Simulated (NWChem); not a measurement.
**CH5BClN (SMILES CNBCl): levels of theory compared**

Wanted: a comparison of 6 runs (HF/3-21G, B3LYP/6-31G*, M06-2X/def2-SVP, PBE/def2-SVP, MP2/def2-SVP, CCSD(T)/def2-SVP) of CH5BClN. 

Program for the calculation: NWChem 7.3.0.

4 further runs of the same task are left out: 1 that didn't finish, 3 set aside as unsound or not needed. Runs told in other sessions of the task aren't counted.

## Step 1: Starting point

The species is CH5BClN (9 atoms), meant as a singlet with charge 0. SMILES: `CNBCl`. One bond was lengthened or shortened from a relaxed shape.

Bond lengths: C1–N2 1.445 Å, N2–B3 1.588 Å, B3–Cl4 1.771 Å, C1–H5 1.094 Å, C1–H6 1.094 Å, C1–H7 1.090 Å, N2–H8 1.009 Å, B3–H9 1.192 Å. Some angles: C1–N2–B3 126.0°, N2–B3–Cl4 119.6°, C1–N2–H8 115.0°, B3–N2–H8 119.0°, N2–C1–H5 111.4°, N2–C1–H6 111.4°, N2–C1–H7 109.2°, N2–B3–H9 121.5°, Cl4–B3–H9 118.9°, H5–C1–H6 108.3°.

## Step 2: The energy at HF/3-21G (run 1)

The input, ch5bcln.nw:

```
start ch5bcln
memory stack 880 mb heap 220 mb global 1100 mb
geometry noautosym nocenter noautoz
 C      0.488085     0.510473    -1.177338
 N     -0.429915    -0.197627    -0.315638
 B     -0.261100    -0.415200     1.248200
 Cl    -1.495300    -1.314500     2.144800
 H      0.884985    -0.142027    -1.960438
 H      0.005885     1.367273    -1.656738
 H      1.324685     0.878273    -0.583938
 H     -1.242515    -0.577127    -0.777838
 H      0.681600     0.014200     1.838200
end
basis spherical bse
 C library 3-21G
 N library 3-21G
 B library 3-21G
 Cl library 3-21G
 H library 3-21G
end
scf
 thresh 1e-08
 maxiter 80
 print medium
end
task scf energy
```

Launch:

```console
$ nwchem ch5bcln.nw > ch5bcln.out
```

Log:

```text
[...]
  functions       =    50
[...]
  wavefunction    = RHF
[...]
         Total SCF energy =   -576.601247860292
      One-electron energy =  -1060.590509310909
      Two-electron energy =    349.386795796778
 Nuclear repulsion energy =    134.602465653840
        Time for solution =      1.2s
[...]
```

It took 1.9 s on 1 thread of Intel Xeon 6975P-C (Granite Rapids), shared host; peak memory 0.094 GiB.

## Step 3: A single-point energy at B3LYP/6-31G(d) (Cartesian functions) (run 2)

The input, ch5bcln.nw:

```
start ch5bcln
memory 2200 mb
geometry units angstrom noautosym nocenter noautoz
 C      0.488085     0.510473    -1.177338
 N     -0.429915    -0.197627    -0.315638
 B     -0.261100    -0.415200     1.248200
 Cl    -1.495300    -1.314500     2.144800
 H      0.884985    -0.142027    -1.960438
 H      0.005885     1.367273    -1.656738
 H      1.324685     0.878273    -0.583938
 H     -1.242515    -0.577127    -0.777838
 H      0.681600     0.014200     1.838200
end
basis cartesian
 * library 6-31G*
end
dft
 xc b3lyp
 grid xfine
 convergence energy 1e-08
 maxiter 100
 mulliken
 print low
end
task dft energy
```

Launch:

```console
$ nwchem ch5bcln.nw > ch5bcln.out
```

Log:

```text
[...]
 d= 0,ls=0.0,diis     1   -580.9132526618 -7.16D+02  1.28D-02  5.93D-01     2.7
[...]
 d= 0,ls=0.0,diis    10   -580.9762750752 -5.08D-09  5.47D-07  4.44D-09    21.5
         Total DFT energy =     -580.976275075205
      One electron energy =    -1064.562182565086
           Coulomb energy =      395.477412238081
    Exchange-Corr. energy =      -46.493970402040
 Nuclear repulsion energy =      134.602465653840
[...]
      Total Density - Mulliken Population Analysis
     ---------------------------------------------
    Atom       Charge   Shell Charges
 -----------   ------   -------------------------------------------------------
    1 C    6     6.29   1.99  0.68  2.11  0.58  0.88  0.04
    2 N    7     7.58   1.99  0.77  2.50  0.84  1.48  0.01
    3 B    5     4.76   1.99  0.56  1.35  0.36  0.41  0.09
    4 Cl  17    17.17   2.00  1.99  5.97  1.45  3.64  0.55  1.59 -0.03
    5 H    1     0.85   0.53  0.32
    6 H    1     0.85   0.53  0.32
    7 H    1     0.83   0.53  0.30
    8 H    1     0.68   0.51  0.17
    9 H    1     1.00   0.52  0.48
[...]
```

Wall time 22 s (1 thread of Intel Xeon 6975P-C (Granite Rapids), shared host); peak memory 0.14 GiB.

## Step 4: A single-point energy at M06-2X/def2-SVP (run 3)

The input, input.xyz:

```xyz
9

C      0.488085     0.510473    -1.177338
N     -0.429915    -0.197627    -0.315638
B     -0.261100    -0.415200     1.248200
Cl    -1.495300    -1.314500     2.144800
H      0.884985    -0.142027    -1.960438
H      0.005885     1.367273    -1.656738
H      1.324685     0.878273    -0.583938
H     -1.242515    -0.577127    -0.777838
H      0.681600     0.014200     1.838200
```

The input, input.nw:

```
START input
memory stack 880 mb heap 220 mb global 1100 mb

GEOMETRY noautosym nocenter noautoz
  load format xyz input.xyz
END

BASIS spherical bse
  * library def2-SVP
END

DFT
  xc m06-2x
  grid xfine
  convergence energy 1e-08
  maxiter 100
  mulliken
END

TASK dft energy
```

Launch:

```console
$ nwchem input.nw > input.out
```

Log:

```text
[...]
          Wavefunction type:  closed shell.
          No. of atoms     :     9
          No. of electrons :    40
[...]
          Charge           :     0
          Spin multiplicity:     1
[...]
          AO basis - number of functions:    85
[...]
              XC Information
              --------------
                       M06-2X Method XC Functional
                     Hartree-Fock (Exact) Exchange  0.540
                        M06-2X Exchange Functional  1.000
                      M06-2X Correlation Potential  1.000
[...]
 d= 0,ls=0.0,diis     1   -580.6198423324 -7.15D+02  8.06D-03  2.92D-01     4.0
[...]
 d= 0,ls=0.0,diis    10   -580.6680713720 -6.05D-10  3.78D-07  6.49D-10    33.2
         Total DFT energy =     -580.668071371964
      One electron energy =    -1064.236219034996
           Coulomb energy =      395.366390705460
    Exchange-Corr. energy =      -46.400708696267
 Nuclear repulsion energy =      134.602465653840
[...]
      Total Density - Mulliken Population Analysis
     ---------------------------------------------
    Atom       Charge   Shell Charges
 -----------   ------   -------------------------------------------------------
    1 C    6     5.95   1.99  0.87  0.15  2.09  0.81  0.04
    2 N    7     7.34   1.99  0.97  0.47  2.42  1.48  0.01
    3 B    5     4.83   1.99  0.80  0.12  1.43  0.41  0.09
    4 Cl  17    17.14   2.00  1.99  1.23  0.70  5.94  2.15  3.11  0.02
    5 H    1     0.96   0.75  0.18  0.02
    6 H    1     0.96   0.75  0.18  0.02
    7 H    1     0.95   0.75  0.18  0.02
    8 H    1     0.85   0.72  0.09  0.04
    9 H    1     1.02   0.75  0.26  0.01
[...]
```

It took 34 s on 1 thread of Intel Xeon 6975P-C (Granite Rapids), shared host; peak memory 0.13 GiB.

Runs 4 to 5 aren't shown in full; the table further down has their settings and results.

## Step 5: The energy at CCSD(T)/def2-SVP (run 6)

The input, ch5bcln.nw:

```
start ch5bcln
title "CH5BClN"
memory 2200 mb

geometry noautosym nocenter noautoz
  C        0.488085       0.510473      -1.177338
  N       -0.429915      -0.197627      -0.315638
  B       -0.261100      -0.415200       1.248200
  Cl      -1.495300      -1.314500       2.144800
  H        0.884985      -0.142027      -1.960438
  H        0.005885       1.367273      -1.656738
  H        1.324685       0.878273      -0.583938
  H       -1.242515      -0.577127      -0.777838
  H        0.681600       0.014200       1.838200
end

basis "ao basis" spherical bse
  * library def2-SVP
end

scf
  singlet
  rhf
  thresh 1e-08
  maxiter 80
end

ccsd
  freeze core 8
  maxiter 60
end

task ccsd(t)
```

Launch:

```console
$ nwchem ch5bcln.nw > ch5bcln.out
```

Log:

```text
[...]
  functions       =    85
[...]
  wavefunction    = RHF
[...]
         Total SCF energy =   -579.239433770610
      One-electron energy =  -1063.841853024652
      Two-electron energy =    349.999953600202
 Nuclear repulsion energy =    134.602465653840
        Time for solution =      6.4s
[...]
 Total MP2 energy:           -579.773306266074655
[...]
             energy      energy      error      ampl     ampl      Block
                                                time     time      time
[...]
 Total CCSD energy:           -579.819146257770740
[...]
 Total CCSD+T(CCSD) energy:           -579.836702656547004
[...]
 Total CCSD(T) energy:                -579.835646846239570
[...]
```

It took 75 s on 1 thread of Intel Xeon 6975P-C (Granite Rapids), shared host; peak memory 0.24 GiB.

## Step 6: All runs side by side

```tsv
run	level	Cartesian functions	iteration cap	energy (Eh)	HOMO energy (eV)	LUMO energy (eV)	HOMO–LUMO gap (eV)	wall time
1	HF/3-21G	no	80	-576.601248	-10.34	3.46	13.80	1.9 s
2	B3LYP/6-31G* (Cartesian functions)	yes	100	-580.976275	–	–	–	22 s
3	M06-2X/def2-SVP	no	100	-580.668071	-8.35	0.72	9.07	34 s
4	PBE/def2-SVP	no	100	-580.384574	-5.77	-1.13	4.64	26 s
5	MP2/def2-SVP	no	80	-579.773306	-10.28	3.44	13.72	9 s
6	CCSD(T)/def2-SVP	no	80	-579.835647	-10.28	3.44	13.72	75 s
```

## Step 7: Results

```
                                          quantity          value
                               run 6: total energy  -579.83565 Eh
        run 6: HOMO energy (Hartree–Fock orbitals)      -10.28 eV
        run 6: LUMO energy (Hartree–Fock orbitals)        3.44 eV
      run 6: HOMO–LUMO gap (Hartree–Fock orbitals)       13.72 eV
run 6: correlation energy (8 core orbitals frozen)     -596.2 mEh
                             run 6: (T) correction     -16.50 mEh
```

Over runs 1, 3, 4 the dipole moment (its size) runs from 2.07 D (M06-2X/def2-SVP) to 2.96 D (HF/3-21G). The two ends differ in method and basis. Over runs 1, 3, 4 the HOMO–LUMO gap runs from 4.64 eV (PBE/def2-SVP) to 13.80 eV (HF/3-21G). Totals of different functionals can't be ranked against each other. All runs together took 2.8 min, the longest 75 s.
